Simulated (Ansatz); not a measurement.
# Cd: the cost of one run

Method: DFT PBEsol, scalar-relativistic, plane waves, PAW, in Ansatz 0.2.0.

### 1 Starting point

It takes space group Pm-3m (No. 221, cubic). Conventional cell: a = 2.828 Å, b = 2.828 Å, c = 2.828 Å, α = 90.00°, β = 90.00°, γ = 90.00°. Around Cd (site symmetry m-3m) lie 6 Cd at 2.83 Å.

Structure file:

```cif
data_structure
_symmetry_space_group_name_H-M 'Pm-3m'
_symmetry_Int_Tables_number 221
_cell_length_a 2.8282
_cell_length_b 2.8282
_cell_length_c 2.8282
_cell_angle_alpha 90.000
_cell_angle_beta 90.000
_cell_angle_gamma 90.000
_cell_volume 22.62
loop_
_atom_site_label
_atom_site_type_symbol
_atom_site_symmetry_multiplicity
_atom_site_Wyckoff_symbol
_atom_site_fract_x
_atom_site_fract_y
_atom_site_fract_z
_atom_site_occupancy
Cd1 Cd 1 a 0.00000 0.00000 0.00000 1
```

This is candidate A: simple cubic type (Pm-3m, No. 221).

(A quick probe on a coarse mesh, which set the mesh and smearing, is not shown.)

### 3 A loose first relaxation (candidate A)

The input, input.yaml:

```yaml
crystal:
  lattice:
    - [2.8282114368, 0.0, 0.0]
    - [0.0, 2.8282114368, 0.0]
    - [0.0, 0.0, 2.8282114368]
  atoms:
    - { symbol: Cd, position: [0.0, 0.0, 0.0] }
basis:
  ecutwfc: 420
kpoints:
  mp_grid: { grid: [6, 6, 6] }
hamiltonian:
  xc: pbesol
scf:
  occupations: { method: gaussian, width: 0.1 }
  lower_state_search: "off"
output:
  forces: true
  stress: true
  eigenvalues: true
relax:
  adjacent_minimum: "off"
  f_tol: 0.04
  max_steps: 70
  cell: { stress_tol: 0.4 }
```

**Question.** How long does this run take on 1 thread of an Arm CPU, shared host, and how much memory does it need?

About 2.2 s, with a peak of 0.32 GiB.
